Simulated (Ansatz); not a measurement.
# CH₂Ge (triplet): the correlation ladder, cc-pVDZ

The task here is to estimate one member of a computed series from the others.

Computed with Ansatz 0.2.0, Gaussian basis. Level: cc-pVDZ, core rule «outside noble gas», up to 15 orbitals frozen.

Plan: UHF; CCSD(T) on ROHF; CCSD(T) on UHF; BCCD(T) on ROHF; CISD; CCSDT(Q) on ROHF; CCSDT(Q) on UHF; CCSDTQ on ROHF; CASSCF and MRCISD+Q, 10 electrons in 10 orbitals; CASSCF and NEVPT2, 10 electrons in 10 orbitals.

4 further runs of the same task are left out: 4 set aside as unsound or not needed.

**The geometry**

The geometry is a PBE0/def2-TZVP stationary point (not a proven minimum) of the parent state, kept for this charge and spin. No spin-orbit coupling is included. The filled d shell of Ge may be among the frozen orbitals whatever the setting's name suggests; the logs give the count.

4 atoms, charge 0, spin multiplicity 3.

Atoms are counted from 1 here; the program's logs count them from 0.

Bond lengths: Ge1–C2 1.786 Å, C2–H3 1.089 Å, C2–H4 1.089 Å. Angles: Ge1–C2–H3 123.1°, Ge1–C2–H4 123.1°, H3–C2–H4 113.7°.

Set-up of the first run:

in.yaml

```yaml
crystal:
  periodic: [false, false, false]
  atoms:
    - {symbol: Ge, position_ang: [0.000000, 0.000000, 0.302970]}
    - {symbol: C, position_ang: [0.000000, 0.000000, -1.483402]}
    - {symbol: H, position_ang: [0.000000, -0.912198, -2.078999]}
    - {symbol: H, position_ang: [0.000000, 0.912198, -2.078999]}
basis:
  gaussian: {orbitals: cc-pVDZ}
magnetization: {spin_polarized: true, initial_magnetization: 2}
hamiltonian: {xc: hf}
output: {orbitals: {seedname: orbitals}}
```

On the command line:

```bash
ansatz run in.yaml --threads 1 --pin off --events-out ev --progress --plain --max-ram 2816MiB --backend cpu
```

Steps of the session up to this table: UHF; CCSD(T) on ROHF; CCSD(T) on UHF; BCCD(T) on ROHF; CISD; CCSDT(Q) on ROHF; CCSDT(Q) on UHF; CCSDTQ on ROHF; CASSCF and MRCISD+Q, 10 electrons in 10 orbitals; CASSCF and NEVPT2, 10 electrons in 10 orbitals.

One table of the session follows, with a row left open; its other results are not shown here.

It belongs to the step «Misses and costs». 

```
          method  from RCCSDTQ (kcal/mol)
            ROHF                  +135.29
             UHF                  +131.53
            RMP2                   +23.77
            UMP2                   +24.23
           RCCSD                    +4.04
           UCCSD                    +3.87
        RCCSD(T)                    +0.73
        UCCSD(T)                    +0.63
         BCCD(T)                    +0.72
          RCCSDT                    +0.20
          UCCSDT                    +0.10
       RCCSDT(Q)                        ?
       UCCSDT(Q)                    -0.09
         RCCSDTQ                        0
  CASSCF valence                   +86.25
  NEVPT2 valence                   +20.84
  MRCISD valence                    +5.32
MRCISD+Q valence                    +0.12
```

Q: Estimate the row for RCCSDT(Q) from the others.

**Answer.** from RCCSDTQ (kcal/mol): +0.01. In the column «from RCCSDTQ (kcal/mol)» it lies between RCCSDTQ (0) and UCCSDT (+0.10).

Caveats from the session: Restricted and unrestricted rows rest on different reference determinants; where their highest levels disagree by more than a few hundredths of an eV, they describe different states and don't form one ladder.
